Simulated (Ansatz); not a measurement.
# BH5S: interaction energy of a dimer with the counterpoise correction from a Python script

How strongly do two molecules of BH5S bind, and how much of that is basis error? Wanted for BH5S: the interaction energy of a dimer with the counterpoise correction. SMILES: [BH3-][SH2+].

Computed with Ansatz 0.2.0, driven from Python. Level of theory: PBE/def2-SVP.

**1. The system**

Bond lengths: B1–S2 1.847 Å, B1–H3 1.283 Å, B1–H4 1.137 Å, B1–H5 1.203 Å, S2–H6 1.371 Å, S2–H7 1.397 Å. Angles: B1–S2–H6 110.4°, B1–S2–H7 108.1°, H6–S2–H7 109.4°, S2–B1–H3 107.4°, S2–B1–H4 109.6°, S2–B1–H5 110.3°, H3–B1–H4 112.1°, H3–B1–H5 105.3°, H4–B1–H5 112.0°.

The script holds or builds the structure itself.

**2. The script**

Contents of dimer_bh5s.py:

```python
# -*- coding: utf-8 -*-
"""Interaction energy of two BH5S molecules, with the counterpoise correction."""

import ansatz as az

FIRST = [
    ("B", (-0.4609, -0.4138, -0.4563)),
    ("S", (0.5761, 0.8606, 0.3875)),
    ("H", (-1.6686, 0.0191, -0.4646)),
    ("H", (-0.3662, -1.4063, 0.0898)),
    ("H", (-0.149, -0.5056, -1.6142)),
    ("H", (0.1669, 1.0266, 1.6854)),
    ("H", (1.902, 0.4194, 0.3727)),
]
SECOND = [
    ("B", (-1.9589, -1.8331, 2.2934)),
    ("S", (-3.0473, -2.3132, 3.7064)),
    ("H", (-2.1703, -2.6709, 1.345)),
    ("H", (-0.8731, -1.8335, 2.6301)),
    ("H", (-2.2933, -0.7649, 1.8534)),
    ("H", (-2.7217, -3.5669, 4.1557)),
    ("H", (-2.8546, -1.3878, 4.7356)),
]

def energy(atoms, ghosts=()):
    molecule = az.Crystal.molecule()
    for symbol, xyz in atoms:
        molecule = molecule.atom(symbol, xyz)
    calc = (
        molecule.calculation()
        .basis(gaussian="def2-SVP")
        .functional("PBE")
        .accuracy("medium")
    )
    deck = calc.input()
    if ghosts:
        deck = deck.set(az.key.basis.gaussian.ghost_atoms, [{"symbol": s, "position_ang": list(xyz)} for s, xyz in ghosts])
    return az.Session.from_dict(deck).plan().execute().report["free_energy_ev"]


def main():
    # monomers in their own basis and in the basis of the dimer
    both = energy(FIRST + SECOND)
    alone = energy(FIRST) + energy(SECOND)
    ghosted = energy(FIRST, SECOND) + energy(SECOND, FIRST)
    print(f"dimer {both:.6f} eV")
    print(f"interaction, uncorrected   {(both - alone):8.3f} eV")
    print(f"interaction, counterpoise  {(both - ghosted):8.3f} eV")
    print(f"basis-set superposition    {(alone - ghosted):8.3f} eV")


if __name__ == "__main__":
    main()
```

**3. The input behind the calls**

The package turns the script's settings into the engine's input (first run):

```yaml
crystal:
  periodic: [false, false, false]
  atoms:
    - { symbol: B, position_ang: [-0.4609, -0.4138, -0.4563] }
    - { symbol: S, position_ang: [0.5761, 0.8606, 0.3875] }
    - { symbol: H, position_ang: [-1.6686, 0.0191, -0.4646] }
    - { symbol: H, position_ang: [-0.3662, -1.4063, 0.0898] }
    - { symbol: H, position_ang: [-0.149, -0.5056, -1.6142] }
    - { symbol: H, position_ang: [0.1669, 1.0266, 1.6854] }
    - { symbol: H, position_ang: [1.902, 0.4194, 0.3727] }
    - { symbol: B, position_ang: [-1.9589, -1.8331, 2.2934] }
    - { symbol: S, position_ang: [-3.0473, -2.3132, 3.7064] }
    - { symbol: H, position_ang: [-2.1703, -2.6709, 1.345] }
    - { symbol: H, position_ang: [-0.8731, -1.8335, 2.6301] }
    - { symbol: H, position_ang: [-2.2933, -0.7649, 1.8534] }
    - { symbol: H, position_ang: [-2.7217, -3.5669, 4.1557] }
    - { symbol: H, position_ang: [-2.8546, -1.3878, 4.7356] }
accuracy: medium
basis:
  gaussian:
    orbitals: def2-SVP
hamiltonian:
  xc: pbe
```

**4. Running it**

Started as:

```bash
> python dimer_bh5s.py
```

**Question.** How large is the interaction at this pose, and how much of it is basis-set superposition?

As calculated:

| quantity | value |
| --- | --- |
| interaction energy, uncorrected | 0.099 eV |
| interaction energy, counterpoise | 0.125 eV |
| runs compared | 5 |

What this shows: The pair is unbound at this geometry and level. Uncorrected it is 0.099 eV, with the counterpoise correction 0.125 eV; the difference, 0.03 eV, is the superposition error. The pose is repulsive. What to keep in mind:
- The dimer is a generated trial pose of unrelaxed monomers, not a minimum, so the figure is no binding energy, and the basis set is small.
- This level lacks the dispersion part of the attraction (electrostatics and induction are there), which can decide the sign where the interaction is weak.
